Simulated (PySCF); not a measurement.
# H7O2PSi3: circular dichroism and optical rotation

Aim: compute the circular dichroism and optical rotation of H7O2PSi3 (`[SiH3]O[Si@H]1O[SiH2]P1`).

Programs: PySCF 2.14.0, with routines of our own; each step states its level. All values are computed. Atoms count from 0.

### 1 The system as given

13 atoms, charge 0, multiplicity 1; geometry from: GFN2-xTB.

### 2 Circular dichroism and optical rotation: TDDFT PBE0/def2-SVPD

Job settings and geometry (Å):

```
{"job": {"kind": "ecd", "xc": "PBE0", "basis": "def2-SVPD", "nstates": 16}, "charge": 0, "multiplicity": 1}
Si     2.515231     0.506666    -0.308947
O      1.388296    -0.442556     0.391859
Si    -0.166752    -0.818969     0.513305
O     -1.067069     0.537617     0.781610
Si    -2.140800     0.636296    -0.468682
P     -1.201116    -1.171076    -1.463419
H      3.731383     0.049990     0.356574
H      2.506127     0.239476    -1.746363
H      2.198750     1.905856    -0.027701
H     -0.307115    -1.692095     1.659538
H     -1.889276     1.890011    -1.162394
H     -3.464598     0.464560     0.111922
H     -2.107447    -2.105291    -0.989876
```

With the program's defaults for keys left out, this is: TDDFT PBE0/def2-SVPD circular dichroism and optical rotation, one conformer, gas phase.

Launch:

```sh
$ OMP_NUM_THREADS=1 python excited_run.py task.json out
```

One launch serves the whole session: the jobs run in the order shown.

The log of the run:

```text
coarse grid: 13008 points
cycle   1  E = -1363.1411349714  dE =  7.840e-01  |g| = 9.830e-01  |ddm| = 5.398e+00
cycle   2  E = -1362.7124239424  dE =  4.287e-01  |g| = 1.753e+00  |ddm| = 3.490e+00
cycle   3  E = -1363.3220724940  dE = -6.096e-01  |g| = 1.083e-01  |ddm| = 2.356e+00
cycle   4  E = -1363.3241545199  dE = -2.082e-03  |g| = 7.288e-02  |ddm| = 3.763e-01
cycle   5  E = -1363.3255225782  dE = -1.368e-03  |g| = 1.876e-02  |ddm| = 1.261e-01
cycle   6  E = -1363.3255972076  dE = -7.463e-05  |g| = 3.640e-03  |ddm| = 3.135e-02
cycle   7  E = -1363.3256007686  dE = -3.561e-06  |g| = 7.055e-04  |ddm| = 8.192e-03
final grid: 107728 points
cycle   8  E = -1363.4996792632  dE = -8.003e-06  |g| = 7.995e-03  |ddm| = 7.333e-02
cycle   9  E = -1363.4996606513  dE =  1.861e-05  |g| = 1.278e-02  |ddm| = 2.355e-02
cycle  10  E = -1363.4996910826  dE = -3.043e-05  |g| = 6.499e-04  |ddm| = 1.508e-02
cycle  11  E = -1363.4996912143  dE = -1.318e-07  |g| = 1.319e-04  |ddm| = 1.553e-03
cycle  12  E = -1363.4996912178  dE = -3.479e-09  |g| = 7.737e-05  |ddm| = 3.043e-04
cycle  13  E = -1363.4996912190  dE = -1.207e-09  |g| = 1.475e-05  |ddm| = 1.084e-04
cycle  14  E = -1363.4996912191  dE = -6.457e-11  |g| = 3.798e-06  |ddm| = 3.840e-05
converged SCF energy = -1363.4996912191

Singlet excitations and rotatory strengths (1e-40 esu^2 cm^2)
state   eV       nm     f(len)   f(vel)    R(len)    R(vel)   main configurations
  1   5.0966   243.3  0.01008  0.01095     6.608     7.182   H->L 0.99
  2   5.9115   209.7  0.00187  0.00222    -7.646    -6.602   H->L+1 0.53, H-1->L 0.31, H->L+2 0.11
  3   6.0739   204.1  0.03550  0.03833   -25.084   -25.260   H-1->L 0.41, H->L+1 0.38, H->L+2 0.13
  4   6.4463   192.3  0.12781  0.14008   -87.751   -84.512   H->L+2 0.70, H-1->L 0.23
  5   6.6199   187.3  0.01326  0.01497   -11.224   -11.950   H->L+3 0.84
  6   6.7408   183.9  0.00660  0.00597   -11.608   -11.844   H-1->L+1 0.53, H->L+4 0.35
  7   6.8406   181.2  0.00555  0.00580    -2.949    -2.132   H-2->L 0.77, H->L+4 0.09
  8   6.9014   179.7  0.08296  0.08519   -11.497   -15.790   H-1->L+1 0.37, H->L+4 0.31, H-2->L 0.10
  9   7.3566   168.5  0.01027  0.01298     1.971     1.130   H-1->L+3 0.54, H-3->L 0.15, H->L+6 0.12
 10   7.3757   168.1  0.01472  0.01557   -10.748    -9.056   H-3->L 0.55, H->L+6 0.13, H->L+5 0.08
 11   7.4002   167.5  0.01142  0.01288    33.315    35.257   H->L+5 0.36, H-1->L+3 0.19, H->L+6 0.14
 12   7.4630   166.1  0.07603  0.08519    47.199    49.435   H-1->L+2 0.46, H->L+6 0.16, H->L+4 0.08
 13   7.5467   164.3  0.00827  0.00837    47.919    48.769   H-4->L 0.32, H-2->L+1 0.17, H-5->L 0.10
 14   7.5542   164.1  0.01192  0.01362   -20.812   -22.232   H->L+5 0.25, H-1->L+4 0.17, H-5->L 0.10
 15   7.6175   162.8  0.02329  0.02504   -22.472   -24.726   H-1->L+4 0.51, H-2->L+1 0.14, H->L+7 0.08
 16   7.6584   161.9  0.01955  0.02200   -43.340   -43.988   H-2->L+1 0.42, H-4->L 0.16

Specific rotation (deg / (dm g/mL))
    nm     length   length(OI)   velocity    alpha(len)  alpha(vel)
  633.0    -217.71    -215.85    -204.76      106.395    108.744
  589.3    -258.96    -256.74    -243.62      106.923    109.295
  546.0    -313.33    -310.64    -294.86      107.589    109.990
  436.0    -574.61    -569.61    -541.20      110.397    112.922
  405.0    -714.73    -708.45    -673.25      111.705    114.291
  365.0    -993.98    -985.04    -936.03      114.035    116.729
  355.0   -1091.09   -1081.17   -1027.23      114.778    117.507
```

Wall time 87 s (1 thread of Arm Neoverse V2, shared host); peak memory 0.91 GiB.

Orbitals, density, ELF and potential are computed afterwards from the orbital file.

Frontier orbitals at PBE0/def2-SVPD, with the share of their density that lies nearest to each atom:

| orbital | energy (eV) | lies on |
| --- | --- | --- |
| HOMO | -7.28 | P5 58 %; O3 16 %; H12 8 % |
| LUMO | -0.84 | Si4 19 %; P5 16 %; H10, H11 about 13 % each |

ELF in a plane through or near 5 of the atoms.

Values, 10 rows by 14 columns:
```
0.00 0.00 0.00 0.00 0.00 0.00 0.00 0.00 0.00 0.00 0.00 0.00 0.00 0.00
0.00 0.00 0.00 0.00 0.00 0.00 0.00 0.00 0.07 0.07 0.00 0.00 0.00 0.00
0.00 0.00 0.00 0.09 0.82 0.41 0.00 0.05 0.99 0.99 0.15 0.00 0.00 0.00
0.00 0.00 0.01 0.71 1.00 0.99 0.00 0.02 0.71 0.78 0.40 0.56 0.02 0.00
0.00 0.00 0.23 0.37 0.42 0.43 0.02 0.42 0.51 0.79 0.99 1.00 0.43 0.00
0.00 0.09 1.00 1.00 0.09 0.84 0.69 0.11 0.43 0.21 0.60 0.89 0.05 0.00
0.00 0.01 0.99 0.99 0.13 0.87 0.66 0.81 0.21 0.05 0.01 0.00 0.00 0.00
0.00 0.00 0.01 0.03 0.01 0.21 0.12 0.95 0.49 0.01 0.00 0.00 0.00 0.00
0.00 0.00 0.00 0.00 0.00 0.00 0.05 0.64 0.14 0.00 0.00 0.00 0.00 0.00
0.00 0.00 0.00 0.00 0.00 0.00 0.00 0.00 0.00 0.00 0.00 0.00 0.00 0.00
```
The map spans 12.7 Å across and 9.8 Å up, centred on the molecule. Atoms in the plane (x, y in Å): O1 (-1.3, -0.7), Si2 (0.2, -1.0), H6 (-3.7, -0.5), H8 (-2.4, 1.5), H11 (3.4, 0.7).

On the surface of density 0.002 e/bohr³ the electrostatic potential runs, from the 1st to the 99th percentile, from -1.15 V near O3 to 1.54 V near Si4.

### 3 Outcome

| quantity | value |
| --- | --- |
| state of largest rotatory strength (velocity form) among 16 (step 2, TDDFT PBE0/def2-SVPD) | 6.45 eV, R = -84.5 (velocity), -87.8 (length) ·10⁻⁴⁰ esu² cm² |
| specific rotation at 633.0 nm (step 2, TDDFT PBE0/def2-SVPD) | -204.8 (velocity), -217.7 (length) |
| potential on the surface of density 0.002 e/bohr³, 1st and 99th percentile | -1.15 V and 1.54 V |

Rotations belong to one conformer. By nearest atom (PBE0/def2-SVPD), the HOMO sits on P5 58 %; O3 16 % and the LUMO on Si4 19 %; P5 16 %.
